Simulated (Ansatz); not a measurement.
**BH4NSSi: from a rough start to a minimum**

Aim: relax BH4NSSi from a cheap starting geometry, then compute its harmonic vibrations to see whether it is a minimum and to get the zero-point energy and entropy, and look at its orbitals and charge.

Method: RKS PBE0-D4/def2-TZVP; program: Ansatz 0.2.0, Gaussian basis.

Plan: relaxation at PBE-D4/def2-SVP; relaxation at PBE0-D4/def2-TZVP; harmonic vibrations at the same level; a single point in def2-TZVPP for the fields.

## Step 1: Where the work starts

SMILES `SB1N[SiH2]1`, 8 atoms, charge 0, spin multiplicity 1.

Atoms are counted from 1 here; the program's logs count them from 0.

Bond lengths: S1–B2 1.824 Å, S1–H5 1.397 Å, B2–N3 1.506 Å, B2–Si4 1.984 Å, N3–Si4 1.664 Å, N3–H6 1.067 Å, Si4–H7 1.515 Å, Si4–H8 1.459 Å. Angles: B2–S1–H5 95.4°, S1–B2–N3 151.0°, S1–B2–Si4 153.8°, N3–B2–Si4 54.9°, B2–N3–Si4 77.3°, B2–N3–H6 106.8°, Si4–N3–H6 107.0°, B2–Si4–N3 47.8°, B2–Si4–H7 106.4°, B2–Si4–H8 109.3°, N3–Si4–H7 114.8°, N3–Si4–H8 119.3°, H7–Si4–H8 125.9°.

Geometry (Å):

```mol
BH4NSSi
  3D, bonds by distance, orders not assigned

  8  8  0  0  0  0  0  0  0  0999 V2000
   -0.7697    2.1916   -0.7446 S   0  0
   -0.2134    0.6759    0.1034 B   0  0
    0.7233   -0.0402    1.0398 N   0  0
   -0.1950   -1.2825    0.4204 Si  0  0
    0.0759    2.0428   -1.8464 H   0  0
    1.6721   -0.0809    0.5541 H   0  0
   -1.4487   -1.6008    1.2094 H   0  0
    0.2476   -1.9630   -0.7919 H   0  0
  1  2  8  0
  2  3  8  0
  3  4  8  0
  1  5  8  0
  3  6  8  0
  4  7  8  0
  4  8  8  0
  2  4  8  0
M  END
```

The start is a force-field geometry with small random shifts, so a cheaper pass at PBE-D4/def2-SVP comes first.

## Step 2: Geometry optimisation, PBE-D4/def2-SVP (cheap first pass)

in.yaml

```yaml
crystal:
  periodic: [false, false, false]
  atoms:
    - {symbol: S, position_ang: [-0.769700, 2.191600, -0.744600]}
    - {symbol: B, position_ang: [-0.213400, 0.675900, 0.103400]}
    - {symbol: N, position_ang: [0.723300, -0.040200, 1.039800]}
    - {symbol: Si, position_ang: [-0.195000, -1.282500, 0.420400]}
    - {symbol: H, position_ang: [0.075900, 2.042800, -1.846400]}
    - {symbol: H, position_ang: [1.672100, -0.080900, 0.554100]}
    - {symbol: H, position_ang: [-1.448700, -1.600800, 1.209400]}
    - {symbol: H, position_ang: [0.247600, -1.963000, -0.791900]}
basis:
  gaussian: {orbitals: def2-SVP}
hamiltonian: {xc: pbe, dispersion: d4}
relax: {f_tol: 0.03, max_steps: 200}
```

Command:

```console
$ ansatz run in.yaml --threads 2 --pin off --events-out ev --progress --plain --max-ram 4352MiB
```

Standard output, shortened:

```text
Functional definition: PBE
  name "PBE"
  cite "Perdew, Burke & Ernzerhof, Phys. Rev. Lett. 77, 3865 (1996) doi:10.1103/PhysRevLett.77.3865"
  parent pbe
[...]
959 factors; their error is unknown
[...]
mean field -20923.57315684 eV, -768.9271310065 hartree, gradient 2.2e-5 eV, S^2 0.000000; 0 other end points of the search recorded, 0 dependent functions left out
[...]
reference -20923.57318920 eV, -768.9271321957 hartree; 23, 23 occupied and 61, 61 virtual orbitals, 959 factors
relax step   1: F+E_penalty+E_count = -20923.75251866 eV  Δ(F+E_penalty+E_count) = +0.000e0 eV  max|allowed force component| = 4.576e0 eV/Å  Δτ_max = 0.0000 Å  (30 SCF iters, accepted)
[...]
relax step   4: F+E_penalty+E_count = -20925.74723206 eV  Δ(F+E_penalty+E_count) = -2.772e-1 eV  max|allowed force component| = 1.471e0 eV/Å  Δτ_max = 0.1983 Å  (35 SCF iters, accepted)
[...]
relax step   7: F+E_penalty+E_count = -20926.07224077 eV  Δ(F+E_penalty+E_count) = -6.717e-2 eV  max|allowed force component| = 8.080e-1 eV/Å  Δτ_max = 0.2000 Å  (29 SCF iters, accepted)
[...]
relax step  10: F+E_penalty+E_count = -20926.23157762 eV  Δ(F+E_penalty+E_count) = -1.746e-2 eV  max|allowed force component| = 1.809e-1 eV/Å  Δτ_max = 0.2000 Å  (28 SCF iters, accepted)
[...]
relax step  12: F+E_penalty+E_count = -20926.23433965 eV  Δ(F+E_penalty+E_count) = -1.813e-3 eV  max|allowed force component| = 6.679e-2 eV/Å  Δτ_max = 0.0323 Å  (30 SCF iters, accepted)
[...]
relax step  13: F+E_penalty+E_count = -20926.23457279 eV  Δ(F+E_penalty+E_count) = -2.331e-4 eV  max|allowed force component| = 1.377e-2 eV/Å  Δτ_max = 0.0118 Å  (30 SCF iters, accepted)
959 factors; their error is unknown
[...]
mean field -20926.05538912 eV, -769.0183513604 hartree, gradient 9.9e-6 eV, S^2 0.000000; 1 other end points of the search recorded, 0 dependent functions left out
[...]
reference -20926.05542303 eV, -769.0183526066 hartree; 23, 23 occupied and 61, 61 virtual orbitals, 959 factors
Total energy: -20926.23460670 eV, -769.0249374849 hartree
Atom 0 at    -0.770770     2.059755    -1.153012 Å, force    -0.003634     0.000522    -0.003713 eV/Å
Atom 1 at    -0.293248     0.529292    -0.348627 Å, force     0.008833     0.003434     0.002043 eV/Å
Atom 2 at     0.774511    -0.050826     0.338571 Å, force     0.005283     0.011909    -0.000179 eV/Å
Atom 3 at    -0.505665    -1.302138     0.277896 Å, force     0.013775    -0.010574     0.007760 eV/Å
Atom 4 at     0.392420     2.739422    -0.919820 Å, force     0.000889    -0.001450     0.001548 eV/Å
Atom 5 at     1.718637     0.198048     0.646879 Å, force    -0.013495    -0.003517    -0.002004 eV/Å
Atom 6 at    -1.073021    -1.698069     1.613891 Å, force    -0.002575     0.000534    -0.001606 eV/Å
Atom 7 at    -0.150763    -2.532584    -0.511578 Å, force    -0.009075    -0.000859    -0.003849 eV/Å
Dipole moment:     0.398167     0.040520     0.155295 e Å
```

Wall time 15 s (2 threads of Intel Xeon Platinum 8488C, shared host).

Along the way:

| step | energy from step 1 (eV) | largest force component (eV/Å) |
| --- | --- | --- |
| 1 | 0.0000 | 4.5762 |
| 2 | -1.0187 | 2.7462 |
| 3 | -1.7175 | 1.5114 |
| 4 | -1.9947 | 1.4706 |
| 5 | -2.1668 | 0.2605 |
| 6 | -2.2526 | 0.6555 |
| 7 | -2.3197 | 0.8080 |
| 8 | -2.3754 | 1.3391 |
| 9 | -2.4616 | 0.5481 |
| 10 | -2.4791 | 0.1809 |
| 11 | -2.4800 | 0.2737 |
| 12 | -2.4818 | 0.0668 |
| 13 | -2.4821 | 0.0138 |

Close pairs (by a distance rule), those that changed most:

| bond | before (Å) | after (Å) | change (Å) |
| --- | --- | --- | --- |
| N3–Si4 | 1.664 | 1.791 | +0.127 |
| B2–N3 | 1.506 | 1.396 | -0.110 |
| Si4–H8 | 1.459 | 1.504 | +0.045 |
| N3–H6 | 1.067 | 1.024 | -0.043 |
| B2–Si4 | 1.984 | 1.947 | -0.037 |
| S1–B2 | 1.824 | 1.794 | -0.030 |
| S1–H5 | 1.397 | 1.367 | -0.030 |
| Si4–H7 | 1.515 | 1.505 | -0.011 |

## Step 3: Optimising with PBE0-D4/def2-TZVP

in.yaml

```yaml
crystal:
  periodic: [false, false, false]
  atoms:
    - {symbol: S, position_ang: [-0.770770, 2.059755, -1.153012]}
    - {symbol: B, position_ang: [-0.293248, 0.529292, -0.348627]}
    - {symbol: N, position_ang: [0.774511, -0.050826, 0.338571]}
    - {symbol: Si, position_ang: [-0.505665, -1.302138, 0.277896]}
    - {symbol: H, position_ang: [0.392420, 2.739422, -0.919820]}
    - {symbol: H, position_ang: [1.718637, 0.198048, 0.646879]}
    - {symbol: H, position_ang: [-1.073021, -1.698069, 1.613891]}
    - {symbol: H, position_ang: [-0.150763, -2.532584, -0.511578]}
basis:
  gaussian: {orbitals: def2-TZVP}
hamiltonian: {xc: pbe0, dispersion: d4}
relax: {f_tol: 0.005, max_steps: 150}
```

The command is unchanged.

Standard output, shortened:

```text
Functional definition: PBE0
  name "PBE0"
  cite "Adamo & Barone, J. Chem. Phys. 110, 6158 (1999) doi:10.1063/1.478522"
  cite "Perdew, Burke & Ernzerhof, Phys. Rev. Lett. 77, 3865 (1996) doi:10.1103/PhysRevLett.77.3865"
  parent pbe
[...]
1039 factors; their error is unknown
[...]
mean field -20936.86908183 eV, -769.4157472376 hartree, gradient 2.3e-5 eV, S^2 0.000000; 0 other end points of the search recorded, 0 dependent functions left out
[...]
reference -20936.86911241 eV, -769.4157483616 hartree; 23, 23 occupied and 137, 137 virtual orbitals, 1039 factors
relax step   1: F+E_penalty+E_count = -20937.02086256 eV  Δ(F+E_penalty+E_count) = +0.000e0 eV  max|allowed force component| = 6.428e-1 eV/Å  Δτ_max = 0.0000 Å  (27 SCF iters, accepted)
[...]
reference -20936.91042981 eV, -769.4172667480 hartree; 23, 23 occupied and 137, 137 virtual orbitals, 1039 factors
Total energy: -20937.06327442 eV, -769.4228836837 hartree
Atom 0 at    -0.755611     2.043501    -1.141934 Å, force     0.001149     0.000408     0.000359 eV/Å
Atom 1 at    -0.297916     0.516978    -0.345906 Å, force    -0.001548    -0.000575    -0.000521 eV/Å
Atom 2 at     0.762486    -0.059163     0.337426 Å, force     0.001242     0.002318    -0.000404 eV/Å
Atom 3 at    -0.481143    -1.289246     0.283212 Å, force     0.000607    -0.000899     0.000577 eV/Å
Atom 4 at     0.389377     2.714690    -0.911219 Å, force    -0.000314    -0.000189    -0.000043 eV/Å
Atom 5 at     1.689832     0.199223     0.636099 Å, force    -0.000739    -0.000918     0.000081 eV/Å
Atom 6 at    -1.060512    -1.679801     1.593472 Å, force    -0.000030    -0.000223    -0.000378 eV/Å
Atom 7 at    -0.154412    -2.503282    -0.506950 Å, force    -0.000367     0.000079     0.000329 eV/Å
Dipole moment:     0.383730    -0.003127     0.166739 e Å
```

Run time: 20 s. Hardware: 2 threads of Intel Xeon Platinum 8488C, shared host.

Along the way:

| step | energy from step 1 (eV) | largest force component (eV/Å) |
| --- | --- | --- |
| 1 | 0.0000 | 0.6428 |
| 2 | -0.0331 | 0.3680 |
| 3 | -0.0419 | 0.0763 |
| 4 | -0.0422 | 0.0902 |
| 5 | -0.0424 | 0.0188 |
| 6 | -0.0424 | 0.0082 |
| 7 | -0.0424 | 0.0023 |

Distances of close pairs at the start and the end, largest changes first:

| bond | before (Å) | after (Å) | change (Å) |
| --- | --- | --- | --- |
| N3–Si4 | 1.791 | 1.750 | -0.041 |
| B2–Si4 | 1.947 | 1.921 | -0.026 |
| S1–H5 | 1.367 | 1.347 | -0.020 |
| Si4–H7 | 1.505 | 1.485 | -0.020 |
| Si4–H8 | 1.504 | 1.485 | -0.019 |
| N3–H6 | 1.024 | 1.008 | -0.016 |
| S1–B2 | 1.794 | 1.781 | -0.012 |
| B2–N3 | 1.396 | 1.387 | -0.009 |

Mulliken charges at the end point, from the run's report:

| atom | value (e) |
| --- | --- |
| S1 | -0.19 |
| B2 | 0.11 |
| N3 | -0.37 |
| Si4 | 0.12 |
| H5 | 0.14 |
| H6 | 0.22 |
| H7 | -0.02 |
| H8 | -0.02 |

## Step 4: Vibrations by finite differences

in.yaml

```yaml
crystal:
  periodic: [false, false, false]
  atoms:
    - {symbol: S, position_ang: [-0.755611, 2.043501, -1.141934]}
    - {symbol: B, position_ang: [-0.297916, 0.516978, -0.345906]}
    - {symbol: N, position_ang: [0.762486, -0.059163, 0.337426]}
    - {symbol: Si, position_ang: [-0.481143, -1.289246, 0.283212]}
    - {symbol: H, position_ang: [0.389377, 2.714690, -0.911219]}
    - {symbol: H, position_ang: [1.689832, 0.199223, 0.636099]}
    - {symbol: H, position_ang: [-1.060512, -1.679801, 1.593472]}
    - {symbol: H, position_ang: [-0.154412, -2.503282, -0.506950]}
basis:
  gaussian: {orbitals: def2-TZVP}
hamiltonian: {xc: pbe0, dispersion: d4}
phonons: {temperatures: {t_min: 298.15, t_max: 900, t_step: 200}}
```

Launched as before.

Standard output, shortened:

```text
Functional definition: PBE0
  name "PBE0"
  cite "Adamo & Barone, J. Chem. Phys. 110, 6158 (1999) doi:10.1063/1.478522"
  cite "Perdew, Burke & Ernzerhof, Phys. Rev. Lett. 77, 3865 (1996) doi:10.1103/PhysRevLett.77.3865"
  parent pbe
[...]
1039 factors; their error is unknown
[...]
mean field -20936.91039914 eV, -769.4172656209 hartree, gradient 2.2e-5 eV, S^2 0.000000; 0 other end points of the search recorded, 0 dependent functions left out
[...]
reference -20936.91042960 eV, -769.4172667402 hartree; 23, 23 occupied and 137, 137 virtual orbitals, 1039 factors
[...]
1039 factors; their error is unknown
mean field -20936.91031588 eV, -769.4172625610 hartree, gradient 2.1e-6 eV, S^2 0.000000; 0 other end points of the search recorded, 0 dependent functions left out
[...]
reference -20936.91034633 eV, -769.4172636801 hartree; 23, 23 occupied and 137, 137 virtual orbitals, 1039 factors
[...]
Atom 0 at    -0.755611     2.043501    -1.141934 Å, force     0.001162     0.000414     0.000363 eV/Å
Atom 1 at    -0.297916     0.516978    -0.345906 Å, force    -0.001555    -0.000569    -0.000531 eV/Å
Atom 2 at     0.762486    -0.059163     0.337426 Å, force     0.001246     0.002319    -0.000401 eV/Å
Atom 3 at    -0.481143    -1.289246     0.283212 Å, force     0.000596    -0.000912     0.000588 eV/Å
Atom 4 at     0.389377     2.714690    -0.911219 Å, force    -0.000325    -0.000194    -0.000046 eV/Å
Atom 5 at     1.689832     0.199223     0.636099 Å, force    -0.000730    -0.000916     0.000083 eV/Å
Atom 6 at    -1.060512    -1.679801     1.593472 Å, force    -0.000026    -0.000222    -0.000387 eV/Å
Atom 7 at    -0.154412    -2.503282    -0.506950 Å, force    -0.000368     0.000081     0.000331 eV/Å
Dipole moment:     0.383730    -0.003127     0.166739 e Å
Vibrations: 220.30 234.29 367.09 436.29 552.56 608.21 655.20 655.83 759.35 784.55 936.11 977.05 1040.53 1417.76 2221.14 2229.66 2673.33 3605.82 cm⁻¹, zero-point energy 1.263094 eV
```

Run time: 73 s. Hardware: 2 threads of Intel Xeon Platinum 8488C, shared host.

Motions are named by where the mode's potential energy lies. The modes, unscaled (a negative number is an imaginary wavenumber):

| mode | cm⁻¹ | motion |
| --- | --- | --- |
| 1 | 220 | bend |
| 2 | 234 | torsion |
| 3 | 367 | torsion |
| 4 | 436 | B–S stretch with bend |
| 5 | 553 | bend |
| 6 | 608 | out-of-plane bend with bend |
| 7 | 655 | bend |
| 8 | 656 | bend |
| 9 | 759 | bend with Si–N stretch |
| 10 | 785 | bend |
| 11 | 936 | bend |
| 12 | 977 | bend |
| 13 | 1041 | bend |
| 14 | 1418 | B–N stretch |
| 15 | 2221 | Si–H stretch |
| 16 | 2230 | Si–H stretch |
| 17 | 2673 | S–H stretch |
| 18 | 3606 | N–H stretch |

Ideal gas, rigid rotor and harmonic oscillator at 298.15 K and 1 bar, with symmetry number 1:

| term | value |
| --- | --- |
| zero-point energy | 121.9 kJ/mol |
| H(298) − E | 138.5 kJ/mol |
| entropy, translation | 164.8 J/(mol K) |
| entropy, rotation | 108.6 J/(mol K) |
| entropy, vibration | 34.4 J/(mol K) |
| entropy, total | 307.8 J/(mol K) |

## Step 5: A single point for the fields

Changes to in.yaml since step 4:

```diff
@@ -12,4 +12,4 @@
 basis:
-  gaussian: {orbitals: def2-TZVP}
+  gaussian: {orbitals: def2-TZVPP}
 hamiltonian: {xc: pbe0, dispersion: d4}
-phonons: {temperatures: {t_min: 298.15, t_max: 900, t_step: 200}}
+output: {orbitals: {seedname: orbitals}}
```

Same command.

Standard output:

```text
Functional definition: PBE0
  name "PBE0"
  cite "Adamo & Barone, J. Chem. Phys. 110, 6158 (1999) doi:10.1063/1.478522"
  cite "Perdew, Burke & Ernzerhof, Phys. Rev. Lett. 77, 3865 (1996) doi:10.1103/PhysRevLett.77.3865"
  parent pbe
  parameter a = 0.25
  parameter kappa = 0.804
  parameter beta = 0.06672455060314922
  exchange = (1 - a)*pbe_x(kappa = kappa, mu = beta*pi^2/3) + a*exact_x
  correlation = pbe_c(beta = beta)
1166 factors; their error is unknown
mean field evaluation 1: about -20928.7700 eV, gradient 6.3e1 eV
mean field evaluation 2: about -20909.2918 eV, gradient 1.0e2 eV
mean field evaluation 4: about -20936.8207 eV, gradient 6.6e0 eV
mean field evaluation 8: about -20936.9599 eV, gradient 1.8e-1 eV
mean field evaluation 16: about -20936.9599 eV, gradient 2.2e-5 eV
mean field -20936.95990067 eV, -769.4190847684 hartree, gradient 2.2e-5 eV, S^2 0.000000; 0 other end points of the search recorded, 0 dependent functions left out
reference -20936.95993098 eV, -769.4190858825 hartree; 23, 23 occupied and 179, 179 virtual orbitals, 1166 factors
Total energy: -20937.11277560 eV, -769.4247028187 hartree
```

It took 2.4 s on 2 threads of Intel Xeon Platinum 8488C, shared host.

Orbitals, density, ELF and potential are computed afterwards from the orbital file.

Frontier orbitals at PBE0-D4/def2-TZVPP, with the share of their density that lies nearest to each atom:

| orbital | energy (eV) | lies on |
| --- | --- | --- |
| HOMO | -7.24 | B2 37 %; Si4 32 %; N3 8 % |
| LUMO | -0.33 | Si4 27 %; H7, H8 about 17 % each; B2 11 % |

ELF in a plane through or near 6 of the atoms.

Ten even steps from ' ' (0.00) to '@' (1.00):
```
                                                        
                                                        
                                                        
                        ..::..                          
                    ..++%%@@##::                        
                    ..##@@@@@@==..                      
                      ++%%@@@@**==::                    
        ::**##++      ==****++####++::                  
      ..##@@@@@@==  ..++##----%%%%**::....              
      ::%%@@@@@@##::::++%%%%**##--  ..--::..            
      ..++%%@@@@****##..%%::++..====----::..            
        ::++##==::::%%==::--@@++::++..--::..            
        ..++**::%%::##**++%%@@@@##..::::..              
        ::**%%##::--++----##@@@@@@**::..                
        ::**%%@@@@%%==..  --%%%%%%==..                  
        ..++##%%%%**::      ==**++::                    
            ::----..                                    
                                                        
                                                        
                                                        
```
The map spans 11.0 Å across and 8.8 Å up, centred on the molecule. Atoms in the plane (x, y in Å): S1 (-2.2, -1.1), B2 (-0.6, -0.4), N3 (0.1, 0.8), Si4 (1.4, -0.4), H5 (-2.9, 0.1), H6 (-0.2, 1.8).

On the surface of density 0.002 e/bohr³ the electrostatic potential runs, from the 1st to the 99th percentile, from -0.68 V near S1 to 1.73 V near H6.

## Step 6: Results

```
                  quantity            value
               point group               Cs
                     steps           13 + 7
shift from the start (rms)          0.642 Å
              total energy   -20937.0633 eV
           dispersion term         -153 meV
             dipole moment           2.01 D
lowest, highest wavenumber   220, 3606 cm⁻¹
         zero-point energy     121.9 kJ/mol
       entropy at 298.15 K  307.8 J/(mol K)
                HOMO, LUMO  -7.24, -0.33 eV
```

What this shows: The atoms moved 0.64 Å (rms) from the start; the bond that changed most is B2–N3, from 1.506 to 1.387 Å. All wavenumbers are real, so the end point is a minimum. The stiffest mode, 3606 cm⁻¹, is an N–H stretch. Harmonic hybrid wavenumbers usually lie a few per cent above measured fundamentals. The largest Mulliken charge, -0.37 e, sits on N3. The HOMO lies mostly on B2 37 %; Si4 32 % and the LUMO on Si4 27 %; H7, H8 about 17 % each.
